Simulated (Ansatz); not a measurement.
# W (bcc type): the cost of one run

Program: Ansatz 0.2.0. Level of theory: DFT, PBEsol, PAW with Ansatz's default frozen-core files, scalar-relativistic. These are calculated values, not measurements.

**1. The structure to begin with**

It takes space group Im-3m (No. 229, cubic). The conventional cell has a = 3.157 Å, b = 3.157 Å, c = 3.157 Å, α = 90.00°, β = 90.00°, γ = 90.00°. Around W (site symmetry m-3m) lie 8 W at 2.73 Å.

Coordinates:

```
W
1.0
    -1.57842    1.57842    1.57842
     1.57842   -1.57842    1.57842
     1.57842    1.57842   -1.57842
W
1
Direct
  0.00000 0.00000 0.00000
```

Whether this phase is the stable one at these pressures isn't tested.

**2. Cell relaxed at zero pressure, PAW**

The input, input.yaml:

```yaml
crystal:
  lattice:
    - [-1.5784212184, 1.5784212184, 1.5784212184]
    - [1.5784212184, -1.5784212184, 1.5784212184]
    - [1.5784212184, 1.5784212184, -1.5784212184]
  atoms:
    - { symbol: W, position: [0.0, 0.0, 0.0] }
kpoints:
  mp_grid: { grid: [19, 19, 19] }
scf:
  occupations: { method: fermi_dirac, width: 0.05 }
hamiltonian:
  xc: pbesol
  pseudopotentials: { kind: paw }
output:
  forces: true
  stress: true
  write_density: true
  write_potential: true
  elf: true
  volumetric_format: npy
relax:
  f_tol: 0.005
  max_steps: 40
  cell: {}
```

The run is started by

```sh
$ ansatz run input.yaml --threads 1 --pin off --max-ram 2048MiB --backend cpu --events-out ev --progress --plain --runs-dir out
```

Q: Estimate wall time and peak memory on 1 thread of Arm Neoverse V1, shared host.

About 8.9 s, with a peak of 0.32 GiB.
